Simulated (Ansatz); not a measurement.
# Cl3HSi: the cost of one run

The runs use Ansatz 0.2.0, Gaussian basis; PBE0-D4/def2-TZVP structures, single points in def2-TZVPP, no counterpoise correction.

Levels: SPW92, PBE-D4, BLYP-D4, r2SCAN-D4, B97M-V, PBE0-D4, B3LYP-D4, r2SCAN0-D4, BHLYP-D4, CAM-B3LYP-D4, wB97X-V, wB97M-V, B2PLYP, PBE-QIDH, RPA on PBE, Hartree-Fock, MP2, CCSD, CCSD(T).

Correlated methods freeze the cores. Orbitals are unrestricted. B3LYP uses VWN-RPA correlation. B2PLYP carries no dispersion term here.

94 further runs of the same task are left out: 94 set aside as unsound or not needed.

## Step 1: Starting geometry

The complex: 12 atoms, charge 0, spin multiplicity 2.

Atoms are counted from 1 here; the program's logs count them from 0.

Bond lengths: H1–Si4 1.467 Å, Si2–C3 1.871 Å, Si2–H8 1.490 Å, Si2–H9 1.490 Å, C3–H10 1.091 Å, C3–H11 1.091 Å, C3–H12 1.094 Å, Si4–Cl5 2.034 Å, Si4–Cl6 2.034 Å, Si4–Cl7 2.033 Å. Angles: C3–Si2–H8 112.4°, C3–Si2–H9 112.2°, H8–Si2–H9 109.8°, Si2–C3–H10 110.6°, Si2–C3–H11 110.6°, Si2–C3–H12 110.6°, H10–C3–H11 108.2°, H10–C3–H12 108.3°, H11–C3–H12 108.4°, H1–Si4–Cl5 110.4°, H1–Si4–Cl6 109.3°, H1–Si4–Cl7 110.5°, Cl5–Si4–Cl6 108.5°, Cl5–Si4–Cl7 109.7°, Cl6–Si4–Cl7 108.6°.

As a file:

```xyz
12

H    -1.16770    0.41006    2.29115
Si   -0.08960   -1.56003   -0.26812
C     0.61834   -0.70112   -1.77241
Si   -0.55448    1.61576    1.72247
Cl    1.44802    1.34685    1.48564
Cl   -0.84920    3.17977    2.98860
Cl   -1.40139    2.06605   -0.07005
H     0.94003   -2.33335    0.48103
H    -1.23558   -2.44794   -0.61361
H    -0.15506   -0.12887   -2.28786
H     1.41596   -0.01449   -1.48314
H     1.03065   -1.43258   -2.47380
```

Its parts: SiHCl3 holds atoms 1, 4, 5, 6, 7; CH5Si radical holds atoms 2, 3, 8, 9, 10, 11, 12. Each part counts its atoms afresh in its own runs.

## Step 2: Relaxing SiHCl3 alone

File relax-a/in.yaml:

```yaml
crystal:
  periodic: [false, false, false]
  atoms:
    - {symbol: H, position_ang: [-1.167701, 0.410055, 2.291150]}
    - {symbol: Si, position_ang: [-0.554477, 1.615759, 1.722473]}
    - {symbol: Cl, position_ang: [1.448020, 1.346854, 1.485636]}
    - {symbol: Cl, position_ang: [-0.849196, 3.179771, 2.988599]}
    - {symbol: Cl, position_ang: [-1.401388, 2.066046, -0.070051]}
basis:
  gaussian: {orbitals: def2-TZVP}
hamiltonian: {xc: pbe0, dispersion: d4}
relax: {f_tol: 0.005, max_steps: 200}
```

Run with:

```sh
> ansatz run in.yaml --threads 4 --pin off --events-out ev --progress --plain --max-ram 66560MiB --backend cuda --devices 0, --max-vram 37GiB
```

**Question.** How long does this run take on 1 × a share of an NVIDIA H100 with 4 threads of AMD EPYC 7R13, shared host, and how much memory does it need?

About 12 s, with a peak of 0.83 GiB on the host.
